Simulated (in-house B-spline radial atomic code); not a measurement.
# Tl³²⁺: ionisation energy by several methods

How far do functionals differ on the ionisation energy of Tl³²⁺? Each run solves Tl³²⁺ and then the next ion ([Kr] 4d10 4f2).

Method: Dirac-Coulomb, several functionals; spherical all-electron atom at the radial basis limit. Code: in-house B-spline radial atomic code version 1.

## 1. Starting point

* element: thallium (Z = 81)
* charge: +32
* electrons: 49
* configuration: [Kr] 4d10 4f3
* nucleus: Fermi, rms radius 5.476 fm

Outer shells as boxes (Hund's rule):

[Kr] 4d10 4f3
```
[Kr] core
4d [↑↓][↑↓][↑↓][↑↓][↑↓]
4f [↑ ][↑ ][↑ ][  ][  ][  ][  ]
```

The boxes only draw the filling; these runs are spin-restricted and spherical.

## 2. AM05

The run's settings:

```ini
Z = 81
electrons = 49.0
configuration = [Kr] 4d10 4f3
hamiltonian = dirac
method = am05
spin_polarised = False
nucleus = fermi
rms_radius = 5.4759
mass_number = 205
atomic_mass = 204.974427318
speed_of_light = 137.035999084
```

## 3. exchange-only LDA

The settings differ from step 2 so:

```diff
@@ -4,3 +4,3 @@
 hamiltonian = dirac
-method = am05
+method = lda,
 spin_polarised = False
```

## 4. PW91

The settings differ from step 3 so:

```diff
@@ -4,3 +4,3 @@
 hamiltonian = dirac
-method = lda,
+method = pw91,pw91
 spin_polarised = False
```

The tabulated ionisation energy is 1230 ± 60 eV (tabulated theoretical; NIST Atomic Spectra Database). What does each method give, and which comes nearest?

**Answer**, as computed:

| method | rung | total energy (hartree) | ΔSCF (eV) | with Breit, QED, recoil (eV) | −ε highest (eV) | corrected ΔSCF less tabulated (eV) |
| --- | --- | --- | --- | --- | --- | --- |
| exchange-only LDA | LDA | -19737.3948 | 1206.91 | 1206.92 | 1174.30 (4f7/2) | -23.08 |
| AM05 | GGA | -19744.2204 | 1209.52 | 1209.53 | 1176.90 (4f7/2) | -20.47 |
| PW91 | GGA | -19756.5567 | 1209.59 | 1209.61 | 1176.99 (4f7/2) | -20.39 |

**Reading.** Tables give 1230 ± 60 eV (tabulated theoretical; NIST Atomic Spectra Database) for the ionisation energy. PW91 misses by -20.39 eV, the least, and exchange-only LDA by -23.08 eV (1.9 %), the most. The table's own uncertainty is as large as these misses, so the order means little. All methods miss on the same side by much the same amount, which points to something that they share. Open shells are averaged (over orientations, and over spins where the run is restricted), while tables refer to the lowest levels.

Members of this set that are not shown: 1 used exact exchange with fractional occupations of an open shell, which is unsound here.
